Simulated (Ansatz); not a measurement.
**C6H16Cl2N2Zr: small, medium and large basis sets**

The task here is to estimate one member of a computed series from the others.

Method: one geometry, several basis sets; program: Ansatz 0.2.0, Gaussian basis.

Levels to be run: PBE0-D4/def2-SVP; ωB97M-V/def2-SVP; PBE0-D4/def2-QZVPP; ωB97M-V/def2-QZVPP; the functionals' def2-TZVPP values are taken from earlier runs.

## Structure used throughout

An earlier PBE0-D4 in a triple-zeta def2 set relaxation fixed the geometry. Zr takes the def2 core potential; no spin-orbit term is included.

SMILES `CC[N](C)[Zr]([Cl])([Cl])[N](C)CC`, 27 atoms, charge 0, spin multiplicity 1.

Atoms are counted from 1 here; the program's logs count them from 0.

Bond lengths: C1–C2 1.514 Å, C1–H12 1.095 Å, C1–H13 1.091 Å, C1–H14 1.092 Å, C2–N3 1.445 Å, C2–H15 1.101 Å, C2–H16 1.101 Å, N3–C4 1.450 Å, N3–Zr5 2.012 Å, C4–H17 1.098 Å, C4–H18 1.098 Å, C4–H19 1.095 Å, Zr5–Cl6 2.387 Å, Zr5–Cl7 2.383 Å, Zr5–N8 1.998 Å, N8–C9 1.439 Å, N8–C10 1.455 Å, C9–H20 1.097 Å and more. Angles: C2–C1–H12 111.3°, C2–C1–H13 110.2°, C2–C1–H14 111.7°, H12–C1–H13 107.5°, H12–C1–H14 108.1°, H13–C1–H14 107.9°, C1–C2–N3 113.2°, C1–C2–H15 109.5°, C1–C2–H16 109.6°, N3–C2–H15 108.7°, N3–C2–H16 109.7°, H15–C2–H16 105.9°, C2–N3–C4 112.3°, C2–N3–Zr5 131.8°, C4–N3–Zr5 115.8°, N3–C4–H17 111.1°, N3–C4–H18 111.5°, N3–C4–H19 111.3° and more.

Set-up of the first run:

Input file in.yaml:

```yaml
crystal:
  periodic: [false, false, false]
  atoms:
    - {symbol: C, position_ang: [-1.508416, -2.632693, -0.221811]}
    - {symbol: C, position_ang: [-2.344752, -1.504635, 0.344356]}
    - {symbol: N, position_ang: [-1.885626, -0.196163, -0.063486]}
    - {symbol: C, position_ang: [-2.642080, 0.872413, 0.560030]}
    - {symbol: Zr, position_ang: [-0.360760, 0.381306, -1.241569]}
    - {symbol: Cl, position_ang: [-0.551087, 2.650827, -1.957299]}
    - {symbol: Cl, position_ang: [0.102065, -1.055166, -3.085975]}
    - {symbol: N, position_ang: [1.217543, 0.293090, -0.020414]}
    - {symbol: C, position_ang: [1.408793, -0.136917, 1.339712]}
    - {symbol: C, position_ang: [2.425987, 0.730212, -0.701956]}
    - {symbol: C, position_ang: [3.021948, 2.017714, -0.158497]}
    - {symbol: H, position_ang: [-0.456617, -2.531489, 0.064916]}
    - {symbol: H, position_ang: [-1.861624, -3.592281, 0.159806]}
    - {symbol: H, position_ang: [-1.560528, -2.665582, -1.311744]}
    - {symbol: H, position_ang: [-2.333669, -1.555168, 1.444430]}
    - {symbol: H, position_ang: [-3.395824, -1.637773, 0.046618]}
    - {symbol: H, position_ang: [-2.585279, 0.810767, 1.655048]}
    - {symbol: H, position_ang: [-3.701299, 0.835157, 0.273462]}
    - {symbol: H, position_ang: [-2.260956, 1.855192, 0.263685]}
    - {symbol: H, position_ang: [1.740652, 0.679970, 1.991996]}
    - {symbol: H, position_ang: [0.471865, -0.522549, 1.744202]}
    - {symbol: H, position_ang: [2.162140, -0.935169, 1.399807]}
    - {symbol: H, position_ang: [3.171643, -0.078123, -0.680093]}
    - {symbol: H, position_ang: [2.196006, 0.877612, -1.770056]}
    - {symbol: H, position_ang: [2.290945, 2.827558, -0.209509]}
    - {symbol: H, position_ang: [3.342041, 1.904856, 0.879207]}
    - {symbol: H, position_ang: [3.896908, 2.307022, -0.744878]}
basis:
  gaussian: {orbitals: def2-SVP}
hamiltonian: {xc: pbe0, dispersion: d4}
output: {orbitals: {seedname: orbitals}}
```

The run is started by

```sh
ansatz run in.yaml --threads 11 --pin off --events-out ev --progress --plain --max-ram 110592MiB --backend cpu
```

Steps of the session up to this table: PBE0-D4 in def2-SVP; ωB97M-V in def2-SVP; PBE0-D4 in def2-QZVPP; ωB97M-V in def2-QZVPP.

One of the session's tables, all rows but one given; the rest of the session is left out.

It belongs to the step «Density functionals: the series». 

| functional | basis | HOMO (eV) |
| --- | --- | --- |
| PBE0-D4 | def2-SVP | ? |
| PBE0-D4 | def2-TZVPP | -6.78 |
| PBE0-D4 | def2-QZVPP | -6.79 |
| ωB97M-V | def2-SVP | -8.96 |
| ωB97M-V | def2-TZVPP | -9.02 |
| ωB97M-V | def2-QZVPP | -9.04 |

**Question.** Estimate the row for PBE0-D4, def2-SVP.

The run gave: HOMO (eV): -6.73. In the column «HOMO (eV)» it is the highest.
